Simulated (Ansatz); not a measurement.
**H₅N₂OSb: how energies converge with the basis set**

How large a basis does H₅N₂OSb need? Two functionals are run in growing sets.

Computed with Ansatz 0.2.0, Gaussian basis. Level: one geometry, several basis sets.

The runs, in order: PBE0-D4/def2-SVP; ωB97M-V/def2-SVP; PBE0-D4/def2-QZVPP; ωB97M-V/def2-QZVPP; the functionals' def2-TZVPP values are taken from earlier runs.

### 1 The relaxed structure

The geometry comes from an earlier relaxation with PBE0-D4 in a triple-zeta def2 set; it is a stationary point, not always the lowest conformer. Sb takes the def2 core potential; no spin-orbit term is included.

SMILES `[NH2][Sb]([NH2])[OH]`, 9 atoms, charge 0, spin multiplicity 1.

Atoms are counted from 1 here; the program's logs count them from 0.

Bond lengths: N1–Sb2 2.000 Å, N1–H5 1.013 Å, N1–H6 1.010 Å, Sb2–N3 2.019 Å, Sb2–O4 1.977 Å, N3–H7 1.012 Å, N3–H8 1.013 Å, O4–H9 0.960 Å. Angles: Sb2–N1–H5 113.5°, Sb2–N1–H6 117.7°, H5–N1–H6 110.9°, N1–Sb2–N3 90.6°, N1–Sb2–O4 102.7°, N3–Sb2–O4 87.5°, Sb2–N3–H7 114.5°, Sb2–N3–H8 110.1°, H7–N3–H8 108.7°, Sb2–O4–H9 111.9°.

Coordinates:

```xyz
9
charge 0, multiplicity 1
N    -0.2264    1.3027   -1.0654
Sb    0.3878    0.5757    0.6939
N     1.0867   -1.0870   -0.2129
O    -1.1614   -0.5015    1.2850
H    -0.6567    0.6073   -1.6625
H    -0.7677    2.1558   -1.0586
H     2.0705   -1.0540   -0.4479
H     0.9181   -1.8989    0.3696
H    -1.5625   -0.1463    2.0818
```

### 2 PBE0-D4 in def2-SVP

File in.yaml:

```yaml
crystal:
  periodic: [false, false, false]
  atoms:
    - {symbol: N, position_ang: [-0.226443, 1.302708, -1.065369]}
    - {symbol: Sb, position_ang: [0.387826, 0.575674, 0.693878]}
    - {symbol: N, position_ang: [1.086701, -1.086984, -0.212910]}
    - {symbol: O, position_ang: [-1.161412, -0.501543, 1.284976]}
    - {symbol: H, position_ang: [-0.656687, 0.607257, -1.662496]}
    - {symbol: H, position_ang: [-0.767663, 2.155790, -1.058599]}
    - {symbol: H, position_ang: [2.070531, -1.054048, -0.447938]}
    - {symbol: H, position_ang: [0.918132, -1.898853, 0.369581]}
    - {symbol: H, position_ang: [-1.562486, -0.146302, 2.081776]}
basis:
  gaussian: {orbitals: def2-SVP}
hamiltonian: {xc: pbe0, dispersion: d4}
output: {orbitals: {seedname: orbitals}}
```

The run is started by

```
> ansatz run in.yaml --threads 4 --pin off --events-out ev --progress --plain --max-ram 10444MiB
```

Further steps of the session: ωB97M-V in def2-SVP; PBE0-D4 in def2-QZVPP; ωB97M-V in def2-QZVPP.

**Question.** What will the summary of the whole plan be? Wanted: PBE0-D4: double and triple zeta above quadruple; ωB97M-V: double and triple zeta above quadruple.

**Answer**, as computed:

| quantity | value |
| --- | --- |
| PBE0-D4: double and triple zeta above quadruple | 7.62, 0.43 eV |
| ωB97M-V: double and triple zeta above quadruple | 7.85, 0.42 eV |

What this shows: PBE0-D4 gains 7.19 eV from double to triple zeta, then 0.43 eV more. These are total energies; as a rule much of such shifts cancels in differences, which this series doesn't test. The LUMO of ωB97M-V is positive and keeps falling with the basis (1.78 to 0.91 eV): an unbound level that the basis holds in place.
